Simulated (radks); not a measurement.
**Ionising germanium step by step, Ge to Ge¹⁵⁺**

One table from this session's results is given with a row withheld; the runs are named, their logs left out.

Method: Dirac Kohn-Sham, relativistic LDA (MacDonald-Vosko exchange, VWN5 correlation), spin-unpolarised, spherical densities, finite nucleus; open shells fill j = l - 1/2 first. Code: radks (a radial shooting solver on a logarithmic mesh, Libxc functionals) version 1.

## Starting point

| Property | Result |
| --- | --- |
| element | germanium (Z = 32) |
| charges | 0 to 15 |
| first configuration | [Ar] 3d10 4s2 4p2 |
| last configuration | [Ne] 3s2 3p5 |

The first run:

The run's settings:

```text
Z 32
configuration [Ar] 3d10 4s2 4p2
relativity Dirac
functional lda_x_rel,vwn5
spin unpolarised
j_filling energy
nucleus finite rms 4.0742 fm
c 137.035999084
```

Steps of the session up to this table: Ge, [Ar] 3d10 4s2 4p2; Ge⁺, [Ar] 3d10 4s2 4p1; Ge²⁺, [Ar] 3d10 4s2; Ge³⁺, [Ar] 3d10 4s1; Ge⁴⁺, [Ar] 3d10; Ge⁵⁺, [Ar] 3d9; Ge⁶⁺, [Ar] 3d8; Ge⁷⁺, [Ar] 3d7; Ge⁸⁺, [Ar] 3d6; Ge⁹⁺, [Ar] 3d5; Ge¹⁰⁺, [Ar] 3d4; Ge¹¹⁺, [Ar] 3d3; Ge¹²⁺, [Ar] 3d2; Ge¹³⁺, [Ar] 3d1; Ge¹⁴⁺, [Ar]; Ge¹⁵⁺, [Ne] 3s2 3p5.

One table of the session follows, with a row left open; its other results are not shown here.

| species | Δ-SCF (eV) | −ε(HOMO) (eV) |
| --- | --- | --- |
| Ge | 7.723 | 4.102 |
| Ge⁺ | 15.881 | 11.597 |
| Ge²⁺ | 35.179 | 29.598 |
| Ge³⁺ | 46.603 | 40.851 |
| Ge⁴⁺ | 91.084 | 78.162 |
| Ge⁵⁺ | 118.46 | 104.40 |
| Ge⁶⁺ | 147.99 | 132.87 |
| Ge⁷⁺ | 179.53 | 163.43 |
| Ge⁸⁺ | ? | ? |
| Ge⁹⁺ | 248.29 | 230.34 |
| Ge¹⁰⁺ | 286.30 | 267.43 |
| Ge¹¹⁺ | 325.19 | 305.46 |
| Ge¹²⁺ | 365.74 | 345.19 |
| Ge¹³⁺ | 407.91 | 386.56 |
| Ge¹⁴⁺ | 528.34 | 508.04 |

Q: Estimate the row for Ge⁸⁺ from the others.

The run gave: Δ-SCF (eV): 213.00; −ε(HOMO) (eV): 195.95. In the column «Δ-SCF (eV)» it lies between Ge⁷⁺ (179.53) and Ge⁹⁺ (248.29).

**Reading.** Reference values: NIST Atomic Spectra Database (exp. measured, semi-emp. semi-empirical, theory a theoretical value adopted there). The steepest step, after dividing by the final charge, comes at Ge⁴⁺ in [Ar] 3d10, where the value goes from 46.603 to 91.084 eV. There the highest level belongs to another shell. Against the measured or semi-empirical entries the Δ-SCF values err by +0.8 % on average (signed), at worst +3.3 % (Ge²⁺). Minus the highest eigenvalue gives 53 to 96 % of the Δ-SCF value along the ladder. Spin polarisation and multiplet splitting are left out, so open shells lie too high by an amount that depends on their filling.

**Measured values.**

From NIST Atomic Spectra Database: ionisation energy of Ge 7.89944 eV; ionisation energy of Ge⁺ 15.9346 eV; ionisation energy of Ge²⁺ 34.0576 eV; ionisation energy of Ge³⁺ 45.7155 eV; ionisation energy of Ge⁴⁺ 90.5 ± 0.019 eV.
